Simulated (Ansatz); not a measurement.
# CH5NOSi: basis-set convergence

Aim: see how fast density functionals converge with the basis set for CH5NOSi.

Computed with Ansatz 0.2.0, Gaussian basis. Level: one geometry, several basis sets.

The runs, in order: PBE0-D4/def2-SVP; ωB97M-V/def2-SVP; PBE0-D4/def2-QZVPP; ωB97M-V/def2-QZVPP; the functionals' def2-TZVPP values are taken from earlier runs.

1 further run of the same task is left out (it didn't finish).

### Step 1. Structure used throughout

The geometry comes from an earlier relaxation with PBE0-D4 in a triple-zeta def2 set; it is a stationary point, not always the lowest conformer.

9 atoms, charge 0, spin multiplicity 1.

Atoms are counted from 1 here; the program's logs count them from 0.

Bond lengths: C1–N2 1.468 Å, C1–O4 1.436 Å, C1–H5 1.095 Å, C1–H6 1.097 Å, N2–Si3 1.726 Å, N2–H7 1.006 Å, Si3–O4 1.668 Å, Si3–H8 1.491 Å, Si3–H9 1.484 Å. Angles: N2–C1–O4 99.7°, N2–C1–H5 113.1°, N2–C1–H6 113.7°, O4–C1–H5 109.5°, O4–C1–H6 110.7°, H5–C1–H6 109.7°, C1–N2–Si3 87.4°, C1–N2–H7 118.3°, Si3–N2–H7 129.6°, N2–Si3–O4 81.7°, N2–Si3–H8 118.1°, N2–Si3–H9 117.7°, O4–Si3–H8 115.5°, O4–Si3–H9 114.4°, H8–Si3–H9 107.9°, C1–O4–Si3 90.7°.

Geometry (Å):

```
C    -0.8008    0.7296    0.1217
N    -0.0908    0.0390   -0.9612
Si    0.7272   -0.8671    0.2595
O    -0.3208   -0.0237    1.2461
H    -1.8897    0.6307    0.0539
H    -0.5316    1.7885    0.2206
H     0.2873    0.5918   -1.7113
H     2.1762   -0.5966    0.4808
H     0.5315   -2.3385    0.2729
```

### Step 2. PBE0-D4 in def2-SVP

The input, in.yaml:

```yaml
crystal:
  periodic: [false, false, false]
  atoms:
    - {symbol: C, position_ang: [-0.800821, 0.729622, 0.121725]}
    - {symbol: N, position_ang: [-0.090764, 0.038960, -0.961183]}
    - {symbol: Si, position_ang: [0.727212, -0.867051, 0.259505]}
    - {symbol: O, position_ang: [-0.320789, -0.023690, 1.246060]}
    - {symbol: H, position_ang: [-1.889661, 0.630652, 0.053917]}
    - {symbol: H, position_ang: [-0.531625, 1.788521, 0.220586]}
    - {symbol: H, position_ang: [0.287348, 0.591764, -1.711296]}
    - {symbol: H, position_ang: [2.176211, -0.596611, 0.480837]}
    - {symbol: H, position_ang: [0.531488, -2.338466, 0.272851]}
basis:
  gaussian: {orbitals: def2-SVP}
hamiltonian: {xc: pbe0, dispersion: d4}
output: {orbitals: {seedname: orbitals}}
```

Further steps of the session: ωB97M-V in def2-SVP; PBE0-D4 in def2-QZVPP; ωB97M-V in def2-QZVPP.

**Question.** What will the summary of the whole plan be? Wanted: PBE0-D4: double and triple zeta above quadruple; ωB97M-V: double and triple zeta above quadruple.

As calculated:

| quantity | value |
| --- | --- |
| PBE0-D4: double and triple zeta above quadruple | 9.05, 0.56 eV |
| ωB97M-V: double and triple zeta above quadruple | 9.19, 0.52 eV |

PBE0-D4 gains 8.49 eV from double to triple zeta, then 0.56 eV more. Total energies overstate the basis error of differences, where much of it tends to cancel. The LUMO of ωB97M-V is positive and keeps falling with the basis (2.13 to 1.13 eV): an unbound level that the basis holds in place.
